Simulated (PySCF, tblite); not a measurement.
# C2H11AsSi2+ (doublet): geometry, infrared bands and EPR parameters

Wanted: the infrared bands and EPR parameters of C2H11AsSi2+ (doublet) (`CC[SiH2][AsH+][SiH3]`), by calculation.

Computed with tblite 0.8.0 and PySCF 2.14.0, with density-fitted response routines of our own, on a single molecule in the gas phase. Atoms are numbered from 0 throughout.

## (1) Starting geometry

16 atoms, charge 1, multiplicity 2; geometry from: force field or distance geometry start.

Bonds of the start (Å): C0–C1 1.51, C1–Si2 1.88, Si2–As3 2.30, As3–Si4 2.30, C0–H5 1.11, C0–H6 1.12, C0–H7 1.13, C1–H8 1.09, C1–H9 1.10, Si2–H10 1.47, Si2–H11 1.49, As3–H12 1.58, Si4–H13 1.48, Si4–H14 1.48, Si4–H15 1.48.

## (2) Geometry optimisation with GFN2-xTB

The job: settings as JSON, then the geometry in Å.

```
{"job": {"kind": "relax", "xc": "GFN2-xTB", "basis": "xTB"}, "charge": 1, "multiplicity": 2}
C     -2.664000     0.081600     0.615200
C     -1.587600     0.358900    -0.411000
Si    -0.239000    -0.936700    -0.177300
As     1.417600    -0.254100     1.261300
Si     3.151500     0.842700     0.223700
H     -2.346800    -0.715500     1.322300
H     -3.599900    -0.292300     0.117200
H     -2.880000     1.047900     1.157600
H     -1.202600     1.380400    -0.369400
H     -2.043100     0.182700    -1.392300
H      0.254700    -1.345600    -1.494800
H     -0.923000    -2.110500     0.425200
H      2.029500    -1.577600     1.882700
H      4.342500    -0.020100     0.068500
H      2.739200     1.399400    -1.081400
H      3.543300     1.967400     1.108600
```

Launch:

```
OMP_NUM_THREADS=1 python probes_run.py task.json out
```

One launch serves the whole session: the jobs run in the order shown.

**Question.** This job is followed by: GFN2-xTB harmonic vibrations, gas phase; UKS B3LYP, def2-TZVP-core on As, pcH-1 on C H Si, non-relativistic, mean-field spin-orbit, GIAO. What will the session give for the following? strongest single infrared mode (GFN2-xTB); zero-point energy (GFN2-xTB); g(iso) (B3LYP); ⟨S²⟩; largest a(iso) (averaged by class).

As calculated:

```
                                 quantity                   value
strongest single infrared mode (GFN2-xTB)   2002 cm⁻¹, 376 km/mol
             zero-point energy (GFN2-xTB)           69.2 kcal/mol
                           g(iso) (B3LYP)                 2.05382
                                     ⟨S²⟩      0.753 (exact 0.75)
       largest a(iso) (averaged by class)  75As on As3, 451.9 MHz
```

**Reading.** The optimisation took 128 steps and gained 0.829 eV; among the close pairs (by a distance rule), Si2–As3 changed most, from 2.298 to 2.459 Å. The lowest mode is imaginary (56i cm⁻¹), so the xTB geometry is not a minimum: the zero-point energy counts the real modes alone, and all values at this geometry belong to a saddle point. The strongest single mode, at 2002 cm⁻¹, moves mainly H12. Unscaled tight-binding wavenumbers are off by several per cent, some by more. Its intensities can rank the bands wrongly. As3 carries the largest spin population, 0.88 e. The isotropic g lies 51.5 ppt above the free-electron value. The hyperfine terms hold no scalar relativity, which the heavier nuclei need. These values are for one conformer; the search (at its own cheap level) found 2 more, at 0.40, 0.45 kcal/mol, and measured spectra average over such forms.
